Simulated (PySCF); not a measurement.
# SnC (triplet) under other conditions

Aim: change spin, charge, geometry, field or solvent of SnC (triplet), one at a time, and compare with the base run.

Computed with PySCF 2.14.0. Level: each script names its method and basis.

9 further runs of the same task are left out: 9 that didn't finish.

## Step 1: Where the work starts

SnC (triplet): 2 atoms, charge 0, spin multiplicity 3.

Bond lengths: Sn1–C2 1.957 Å.

## Step 2: Base script

File input.py:

```python
from pyscf import gto, scf, mp

mol = gto.M(
    atom='Sn 0 0 0; C 0 0 1.957',
    basis='def2-svpd',
    ecp={'Sn': 'def2-svpd'},
    charge=0,
    spin=2,
    verbose=4,
)
mf = scf.UHF(mol)
mf.kernel()
mp.MP2(mf, frozen=5).kernel()
mf.dip_moment()
print('orbital energies (hartree):', [e[max(0, n-3):n+3].round(4) for e, n in zip(mf.mo_energy, mol.nelec)])
```

Command:

```
$ OMP_NUM_THREADS=1 python input.py
```

Its log is not repeated here.

It gives: E(SCF) = -251.002683 Eh, E(MP2) − E(SCF) = -0.17918 Eh, ⟨S²⟩ = 2.139, μ = 2.48 D (of the SCF density).

The bond length is a typed value, not an optimised one. The triplet is typed in the script; nothing here shows that it is the ground state.

## Step 3: Quintet

Variant 1 changes spin (2S): 2 → 4.

File input.py:

```python
from pyscf import gto, scf, mp

mol = gto.M(
    atom='Sn 0 0 0; C 0 0 1.957',
    basis='def2-svpd',
    ecp={'Sn': 'def2-svpd'},
    charge=0,
    spin=4,
    verbose=4,
)
mf = scf.UHF(mol)
mf.kernel()
mp.MP2(mf, frozen=5).kernel()
mf.dip_moment()
print('orbital energies (hartree):', [e[max(0, n-3):n+3].round(4) for e, n in zip(mf.mo_energy, mol.nelec)])
```

Command:

```
$ OMP_NUM_THREADS=1 python input.py
```

## Step 4: Electric field 0.005 a.u.

Variant 2 changes electric field: none → 0.005 a.u.

Edit input.py of step 2 so:

```diff
@@ -11,2 +11,7 @@
 mf = scf.UHF(mol)
+field = 0.005  # electric field along z, atomic units
+h = mf.get_hcore() + field*mol.intor('int1e_r')[2]
+mf.get_hcore = lambda *args: h
+e_nuc = mol.energy_nuc() - field*mol.atom_charges() @ mol.atom_coords()[:, 2]
+mf.energy_nuc = lambda *args: e_nuc
 mf.kernel()
```

## Step 5: Bond 2.192 Å

Variant 3 changes bond length: 1.957 Å → 2.192 Å.

Edit input.py of step 2 so:

```diff
@@ -3,3 +3,3 @@
 mol = gto.M(
-    atom='Sn 0 0 0; C 0 0 1.957',
+    atom='Sn 0 0 0; C 0 0 2.192',
     basis='def2-svpd',
```

## Step 6: Electric field 0.2 a.u.

Variant 4 changes electric field: none → 0.2 a.u.

Edit input.py of step 2 so:

```diff
@@ -11,2 +11,7 @@
 mf = scf.UHF(mol)
+field = 0.2  # electric field along z, atomic units
+h = mf.get_hcore() + field*mol.intor('int1e_r')[2]
+mf.get_hcore = lambda *args: h
+e_nuc = mol.energy_nuc() - field*mol.atom_charges() @ mol.atom_coords()[:, 2]
+mf.energy_nuc = lambda *args: e_nuc
 mf.kernel()
```

Before running it: what results should come out? Wanted: for each run, E(SCF); from base; gap, α spin; SCF dipole; after the SCF.

The runs gave:

| run | E(SCF) (hartree) | from base (eV) | cycles | gap, α spin (eV) | SCF dipole (D) | after the SCF |
| --- | --- | --- | --- | --- | --- | --- |
| base | -251.002683 | 0 | 21 | 8.04 | 2.48 | MP2 correlation -4.876 eV, core frozen |
| quintet | -251.005056 | -0.0646 | 15 | 6.75 | 0.16 | MP2 correlation -3.629 eV, core frozen |
| electric field 0.005 a.u. | -250.998713 | +0.1080 | 20 | 7.90 | 1.55 | MP2 correlation -4.895 eV, core frozen |
| bond 2.192 Å | -250.993433 | +0.2517 | 24 | 7.09 | 2.92 | MP2 correlation -5.004 eV, core frozen |
| electric field 0.2 a.u. (poor choice) | -253.296090 | not comparable | 15 | 7.16 | 57.57 | MP2 correlation -2.993 eV, core frozen |

**Reading.** Of the runs whose energies can be compared, “bond 2.192 Å” moves the SCF energy most (+0.252 eV). The quintet solution found lies 0.06 eV below the base triplet at this geometry and level, so the base is not the lowest spin state. Rows marked «poor choice» come from settings spoiled on purpose.
